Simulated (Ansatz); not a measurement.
**ClF₂HSeTi: one species, many methods**

An exercise on one series of results from a longer session: the logs are not shown, and one member is left open.

Method: functionals in def2-TZVPP, the program's frozen cores in correlated methods; program: Ansatz 0.2.0, Gaussian basis.

The runs, in order: LDA (SPW92), PBE-D4, revPBE-D4, BLYP-D4, r2SCAN-D4, B97M-V, PBE0-D4, B3LYP-D4, r2SCANh-D4, r2SCAN0-D4, HSE06-D4, BHLYP-D4, CAM-B3LYP-D4, LC-ωPBE, ωB97X-V, ωB97M-V, B2PLYP, PBE-QIDH; CCSD(T)/def2-SVP; CCSD(T)/def2-TZVPP; MP2/def2-QZVPP; extrapolation to the limit; RPA on PBE.

## The geometry

An earlier PBE0-D4 in a triple-zeta def2 set relaxation fixed the geometry.

SMILES `[F][Ti]([F])([Cl])[SeH]`, 6 atoms, charge 0, spin multiplicity 1.

Atoms are counted from 1 here; the program's logs count them from 0.

Bond lengths: F1–Ti2 1.740 Å, Ti2–F3 1.735 Å, Ti2–Cl4 2.181 Å, Ti2–Se5 2.402 Å, Se5–H6 1.474 Å. Angles: F1–Ti2–F3 113.4°, F1–Ti2–Cl4 109.0°, F1–Ti2–Se5 108.5°, F3–Ti2–Cl4 110.8°, F3–Ti2–Se5 105.2°, Cl4–Ti2–Se5 109.9°, Ti2–Se5–H6 88.4°.

The first run:

Contents of in.yaml:

```yaml
crystal:
  periodic: [false, false, false]
  atoms:
    - {symbol: F, position_ang: [0.092217, -0.731442, 1.695352]}
    - {symbol: Ti, position_ang: [0.246334, -0.526788, -0.025420]}
    - {symbol: F, position_ang: [1.749597, -1.118780, -0.657773]}
    - {symbol: Cl, position_ang: [-1.441231, -1.496290, -1.009220]}
    - {symbol: Se, position_ang: [0.238753, 1.823972, -0.518110]}
    - {symbol: H, position_ang: [-0.843670, 1.985330, 0.468971]}
basis:
  gaussian: {orbitals: def2-TZVPP}
hamiltonian: {xc: lda}
output: {orbitals: {seedname: orbitals}}
```

On the command line:

```bash
> ansatz run in.yaml --threads 4 --pin off --events-out ev --progress --plain --max-ram 10444MiB
```

Among the steps run: LDA; PBE-D4 (GGA); revPBE-D4 (GGA); BLYP-D4 (GGA); r2SCAN-D4 (meta-GGA); B97M-V (meta-GGA); PBE0-D4 (hybrid); B3LYP-D4 (hybrid); r2SCANh-D4 (hybrid); r2SCAN0-D4 (hybrid); HSE06-D4 (hybrid); BHLYP-D4 (hybrid); CAM-B3LYP-D4 (range-separated); LC-ωPBE (range-separated); ωB97X-V (range-separated); ωB97M-V (range-separated); B2PLYP (double hybrid); PBE-QIDH (double hybrid).

One table of the session follows, with a row left open; its other results are not shown here.

It belongs to the step «Frontier levels by functional». 

```
  functional  HOMO (eV)  LUMO (eV)  gap (eV)
 LDA (SPW92)      -6.97      -4.46      2.51
      PBE-D4      -6.78      -4.19      2.59
   revPBE-D4      -6.71      -4.10      2.61
     BLYP-D4      -6.62      -4.07      2.54
   r2SCAN-D4      -7.07      -4.16      2.91
      B97M-V      -7.10      -4.14      2.96
     PBE0-D4      -7.92      -3.30      4.63
    B3LYP-D4      -7.69      -3.53      4.16
  r2SCANh-D4      -7.49      -3.80      3.69
  r2SCAN0-D4      -8.12      -3.28      4.84
    HSE06-D4      -7.53      -3.67      3.86
    BHLYP-D4      -8.91      -2.29      6.62
CAM-B3LYP-D4      -9.15      -2.26      6.90
     LC-ωPBE          ?          ?         ?
     ωB97X-V     -10.11      -1.19      8.92
     ωB97M-V      -9.98      -1.17      8.81
```

Q: Estimate the row for LC-ωPBE from the others.

The run gave: HOMO (eV): -10.45; LUMO (eV): -1.22; gap (eV): 9.23. In the column «HOMO (eV)» it is the lowest.
